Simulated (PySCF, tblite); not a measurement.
**C8H17NSi: geometry, infrared bands and NMR shifts**

Aim: predict the infrared bands and NMR shifts of C8H17NSi (`[SiH3]N[C@]12CCC[C@H]1CCC2`).

Programs: tblite 0.8.0 and PySCF 2.14.0, with density-fitted response routines of our own. Each step states its level of theory. These are calculated values for one molecule in the gas phase, unless marked as measured. Atoms are numbered from 0 throughout.

## 1. The starting structure

27 atoms, charge 0, multiplicity 1; geometry from: force field or distance geometry start.

Bonds of the start (Å): Si0–N1 1.76, N1–C2 1.42, C2–C3 1.54, C3–C4 1.52, C4–C5 1.52, C5–C6 1.50, C6–C7 1.50, C7–C8 1.48, C8–C9 1.49, C6–C2 1.51, C9–C2 1.49, Si0–H10 1.47, Si0–H11 1.46, Si0–H12 1.47, N1–H13 1.05, C3–H14 1.10, C3–H15 1.11, C4–H16 1.08, C4–H17 1.11, C5–H18 1.09, C5–H19 1.12, C6–H20 1.11, C7–H21 1.12, C7–H22 1.10, C8–H23 1.12, C8–H24 1.12, C9–H25 1.10, C9–H26 1.12.

## 2. Relaxing the molecule with GFN2-xTB

The job: settings as JSON, then the geometry in Å.

```
{"job": {"kind": "relax", "xc": "GFN2-xTB", "basis": "xTB"}, "charge": 0, "multiplicity": 1}
Si     2.742800    -0.264800    -0.154300
N      1.348500    -0.933800     0.682200
C      0.123400    -0.211800     0.595300
C     -0.957900    -0.930800     1.418700
C     -1.775300    -1.670000     0.365800
C     -1.810000    -0.579200    -0.696600
C     -0.344200    -0.278000    -0.838500
C     -0.047300     1.089800    -1.372400
C     -0.116800     2.047800    -0.245300
C      0.199400     1.226000     0.962800
H      2.752400     1.205400    -0.190100
H      3.978400    -0.787500     0.427000
H      2.638900    -0.724000    -1.549100
H      1.229200    -1.961500     0.482400
H     -1.570100    -0.239600     2.024500
H     -0.408300    -1.620000     2.099200
H     -2.755900    -1.983500     0.690300
H     -1.117300    -2.470100    -0.031800
H     -2.297600    -0.911400    -1.615400
H     -2.332400     0.276400    -0.206400
H      0.201100    -1.072500    -1.380000
H     -0.731600     1.356300    -2.220600
H      0.978400     1.108700    -1.779000
H      0.641600     2.858500    -0.383500
H     -1.146200     2.492700    -0.221300
H      1.149700     1.544400     1.422300
H     -0.592700     1.459200     1.726000
```

Launch:

```bash
OMP_NUM_THREADS=1 python probes_run.py task.json out
```

The driver reads the jobs from task.json and runs them one after another.

**Question.** This job is followed by: GFN2-xTB harmonic vibrations, gas phase; PBE0-D3(BJ)/def2-SVP geometry optimisation, gas phase; GIAO PBE0/pcSseg-1 NMR shielding, non-relativistic, gas phase; GIAO wB97X-D/pcSseg-1 NMR shielding, non-relativistic, gas phase. What will the session give for the following? strongest single infrared mode (GFN2-xTB); zero-point energy (GFN2-xTB); point group; rotational constants (main isotopes); 13C shifts against TMS (PBE0/pcSseg-1, means over atoms taken as alike); 1H shifts against TMS (PBE0/pcSseg-1, means over atoms taken as alike); 29Si shifts against TMS (PBE0/pcSseg-1); 15N shifts against NH3 (PBE0/pcSseg-1); range of the shift of N1.

**Answer**, as computed:

| quantity | value |
| --- | --- |
| strongest single infrared mode (GFN2-xTB) | 2166 cm⁻¹, 390 km/mol |
| zero-point energy (GFN2-xTB) | 146.3 kcal/mol |
| point group | C1 |
| rotational constants (main isotopes) | 1.59, 0.94, 0.77 GHz |
| 13C shifts against TMS (PBE0/pcSseg-1, means over atoms taken as alike) | 71.4, 56.7, 43.6, 36.7, 27.4 ppm |
| 1H shifts against TMS (PBE0/pcSseg-1, means over atoms taken as alike) | 4.59, 1.90, 1.80, 1.64, 1.48, 1.44, 1.44, 1.07, 0.29 ppm |
| 29Si shifts against TMS (PBE0/pcSseg-1) | -66.1 ppm |
| 15N shifts against NH3 (PBE0/pcSseg-1) | 46.5 ppm |
| range of the shift of N1 | 43.6 to 46.5 ppm |

Relaxing lowered the energy by 0.992 eV in 164 steps; the close pair that moved most is C2–C6, from 1.510 to 1.565 Å (GFN2-xTB). No mode is imaginary among the 75: a minimum at this level. The strongest single mode, at 2166 cm⁻¹, moves mainly H12. GFN2-xTB is a fitted tight-binding method: band positions and strengths are rough. Its intensities can rank the bands wrongly. Over 4 steps the energy fell by 0.248 eV; of the close pairs, Si0–H11 changed most, 1.432 to 1.494 Å (PBE0/def2-SVP). No frequency check was run at this level, so the end point may be a saddle. C2 (fully substituted sp3 carbon bonded to N) lies farthest downfield among carbon, at 71.4 ppm; pulled downfield by the heteroatom. In ppm, N1 moves most: its shift spreads over 3.0 ppm, from 43.6 (wB97X-D/pcSseg-1) to 46.5 (PBE0/pcSseg-1). Part of that comes from the computed reference.
